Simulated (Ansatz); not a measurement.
**Au: a trigonal deformation path**

The task here is to estimate one member of a computed series from the others.

Method: DFT r2SCAN, scalar-relativistic, plane waves, PAW, in Ansatz 0.2.0.

### The starting structure

The structure is cubic, space group Im-3m (No. 229). Conventional cell: a = 3.315 Å, b = 3.315 Å, c = 3.315 Å, α = 90.00°, β = 90.00°, γ = 90.00°. Around Au (site symmetry m-3m) lie 8 Au at 2.87 Å.

Coordinates:

```cif
data_structure
_symmetry_space_group_name_H-M 'P 1'
_symmetry_Int_Tables_number 1
_cell_length_a 2.8705
_cell_length_b 2.8705
_cell_length_c 2.8705
_cell_angle_alpha 109.471
_cell_angle_beta 109.471
_cell_angle_gamma 109.471
_cell_volume 18.21
loop_
_atom_site_label
_atom_site_type_symbol
_atom_site_fract_x
_atom_site_fract_y
_atom_site_fract_z
_atom_site_occupancy
Au1 Au 0.00000 0.00000 0.00000 1
```

It goes back to an entry of the Materials Project, which need not be the stable form.

The cell is taken as given, not relaxed at this level.

The first run:

Input file input.yaml:

```yaml
crystal:
  lattice:
    - [-1.657269, 1.657269, 1.657269]
    - [1.657269, -1.657269, 1.657269]
    - [1.657269, 1.657269, -1.657269]
  atoms:
    - { symbol: Au, position: [0.0, 0.0, 0.0] }
basis:
  ecutwfc: 500
kpoints:
  mp_grid: { grid: [22, 22, 22] }
hamiltonian:
  xc: r2scan
scf:
  occupations: { method: gaussian, width: 0.15 }
output:
  forces: true
  stress: true
  eigenvalues: true
  write_density: true
  write_potential: true
  elf: true
  volumetric_format: npy
```

The run is started by

```console
$ ansatz run input.yaml --threads 1 --pin off --max-ram 2560MiB --backend cpu --events-out ev --progress --plain --runs-dir out
```

Steps of the session up to this table: The undisturbed cell; Point ρ = 0.500; ρ = 2.000; ρ = 0.710; ρ = 1.410; At ρ = 0.600; At ρ = 0.850; ρ = 1.200; ρ = 1.700; ρ = 0.930; ρ = 1.080.

One table of the session follows, with a row left open; its other results are not shown here.

| ρ | ΔE (meV/atom) | pressure (GPa) |
| --- | --- | --- |
| 0.500 | 11520.2 | 268.4 |
| 0.600 | ? | ? |
| 0.710 | 1266.1 | 38.0 |
| 0.850 | 159.7 | 2.6 |
| 0.930 | 24.5 | -3.3 |
| 1.000 | 0.0 | -4.7 |
| 1.080 | 11.0 | -3.5 |
| 1.200 | 50.3 | 0.0 |
| 1.410 | 112.9 | 6.7 |
| 1.700 | 202.8 | 13.9 |
| 2.000 | 241.4 | 16.1 |

Estimate the missing values for ρ = 0.600.

Worked estimate for «ΔE (meV/atom)». A straight line through the neighbours (0.500, 11520.2) and (0.710, 1266.1) gives 11520.2 + (1266.1 − 11520.2) × (0.600 − 0.500) / (0.710 − 0.500) = 6637.3; a parabola fitted to 3 rows on both sides gives 5351.0.

As computed: ΔE (meV/atom): 4245.8; pressure (GPa): 112.9. In «ΔE (meV/atom)» the line misses by +2391.5 and the parabola by +1105.2.
